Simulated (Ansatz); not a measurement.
# C2H6BClO2: comparison of dispersion corrections, by script

Wanted for C2H6BClO2: a comparison of dispersion corrections.

Program: Ansatz 0.2.0 through its Python package. The levels of theory stand in the script. These are calculated values, not measurements.

## Step 1: Starting point

Bond lengths: C1–C2 1.521 Å, C2–O3 1.410 Å, O3–B4 1.473 Å, B4–O5 1.461 Å, B4–Cl6 1.844 Å, C1–H7 1.111 Å, C1–H8 1.111 Å, C1–H9 1.111 Å, C2–H10 1.116 Å, C2–H11 1.116 Å, O5–H12 0.990 Å. Angles (14 of 17 angles, heavy atoms first): C1–C2–O3 109.0°, C2–O3–B4 108.8°, O3–B4–O5 120.0°, O3–B4–Cl6 120.0°, O5–B4–Cl6 119.9°, C1–C2–H10 107.8°, C1–C2–H11 107.8°, O3–C2–H10 111.2°, O3–C2–H11 111.2°, C2–C1–H7 110.0°, C2–C1–H8 110.0°, C2–C1–H9 109.8°, B4–O5–H12 104.6°, H10–C2–H11 109.7°.

No structure file is read: the coordinates are typed or built in the script.

## Step 2: The code

c2h6bclo2_disp.py reads:

```python
"""Dispersion corrections for C2H6BClO2."""

import warnings

import ansatz


def main() -> None:
    warnings.simplefilter("ignore", ansatz.DeckWarning)

    geometry = (
        ansatz.Crystal.molecule()
        .atom("C", [1.9032, -0.126, 0.152])
        .atom("C", [0.3909, -0.211, 0.2945])
        .atom("O", [-0.2042, 0.7581, -0.5387])
        .atom("B", [-1.6676, 0.6762, -0.392])
        .atom("O", [-2.4456, -0.1776, -1.2859])
        .atom("Cl", [-2.5287, 1.7191, 0.8618])
        .atom("H", [2.2572, 0.8832, 0.452])
        .atom("H", [2.1973, -0.3171, -0.9019])
        .atom("H", [2.3856, -0.885, 0.8036])
        .atom("H", [0.1383, -0.032, 1.3668])
        .atom("H", [0.0776, -1.2414, 0.002])
        .atom("H", [-2.5042, -1.0465, -0.8142])
    )

    setup = geometry.calculation().basis(gaussian="def2-SVP")
    for name in ["r2scan", "b3lyp"]:
        for correction in ("d3bj", "d4"):
            report = setup.functional(name, dispersion=correction).run(threads=1, pin="off").report
            print(f"{name:8s} {correction:5s} total {report['free_energy_ev']:.5f} eV, of which dispersion {1000 * report['dispersion']['energy']['ev']:.2f} meV")


if __name__ == "__main__":
    main()
```

## Step 3: Launch

Started as:

```bash
$ python c2h6bclo2_disp.py
```

The log of the run:

```text
r2scan   d3bj  total -19453.92932 eV, of which dispersion -67.85 meV
r2scan   d4    total -19453.92253 eV, of which dispersion -61.06 meV
b3lyp    d3bj  total -19459.40931 eV, of which dispersion -396.37 meV
b3lyp    d4    total -19459.38343 eV, of which dispersion -370.49 meV
```

Run time: 25 s. Hardware: 1 thread of Arm Neoverse V1, shared host; peak memory 0.31 GiB.

## Step 4: What each run gave

The 4 runs, in the order started:

| run | functional | dispersion | energy (eV) | SCF cycles | CPU time (s) |
| --- | --- | --- | --- | --- | --- |
| 1 | r2scan | d3bj | -19453.9293 | 19 | 7.8 |
| 2 | r2scan | d4 | -19453.9225 | 19 | 7.9 |
| 3 | b3lyp | d3bj | -19459.4093 | 18 | 4.2 |
| 4 | b3lyp | d4 | -19459.3834 | 18 | 4.2 |

Totals hang on method, basis and potentials, so only like runs compare.

## Step 5: Summary of results

| quantity | value |
| --- | --- |
| dispersion energy | -396.37 to -61.06 meV |
| runs compared | 4 |

The dispersion term depends on the functional it is damped for, so it isn't a property of the molecule alone. All 4 runs converged, in 18 to 19 cycles. Caveats:
- The geometry is a force-field or estimated start, not a minimum of this method, and the basis set is short of its limit. D4 holds the three-body term, and d3bj doesn't.
- b3lyp holds the VWN-RPA fit, as in Gaussian; the form of ORCA and Turbomole is b3lyp5.
- A dispersion term here runs with damping parameters fitted for another variant or functional.
